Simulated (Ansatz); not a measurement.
# Ta: the cost of one run

Method: DFT PBEsol, scalar-relativistic, plane waves, PAW, in Ansatz 0.2.0.

### Step 1. Starting point

It takes space group Fd-3m (No. 227, cubic). Conventional cell: a = 5.529 Å, b = 5.529 Å, c = 5.529 Å, α = 90.00°, β = 90.00°, γ = 90.00°. Ta (site symmetry -43m) has 4 Ta at 2.39 Å as nearest neighbours.

As a file:

```
CELL_PARAMETERS angstrom
0.00000 2.76427 2.76427
2.76427 0.00000 2.76427
2.76427 2.76427 0.00000
ATOMIC_POSITIONS crystal
Ta 0.50000 0.50000 0.50000
Ta 0.75000 0.75000 0.75000
```

This is candidate A: diamond type (Fd-3m, No. 227).

(A quick probe on a coarse mesh, which set the mesh and smearing, is not shown.)

### Step 3. Rough relaxation on the coarse mesh (candidate A)

input.yaml

```yaml
crystal:
  lattice:
    - [0.0, 2.7642669085, 2.7642669085]
    - [2.7642669085, 0.0, 2.7642669085]
    - [2.7642669085, 2.7642669085, 0.0]
  atoms:
    - { symbol: Ta, position: [0.5, 0.5, 0.5] }
    - { symbol: Ta, position: [0.75, 0.75, 0.75] }
basis:
  ecutwfc: 420
kpoints:
  mp_grid: { grid: [6, 6, 6] }
hamiltonian:
  xc: pbesol
scf:
  occupations: { method: gaussian, width: 0.1 }
  lower_state_search: "off"
output:
  forces: true
  stress: true
  eigenvalues: true
relax:
  adjacent_minimum: "off"
  f_tol: 0.04
  max_steps: 70
  cell: { stress_tol: 0.4 }
```

Q: Estimate wall time and peak memory on 1 thread of an x86-64 CPU, shared host.

About 2.7 s, with a peak of 0.37 GiB.
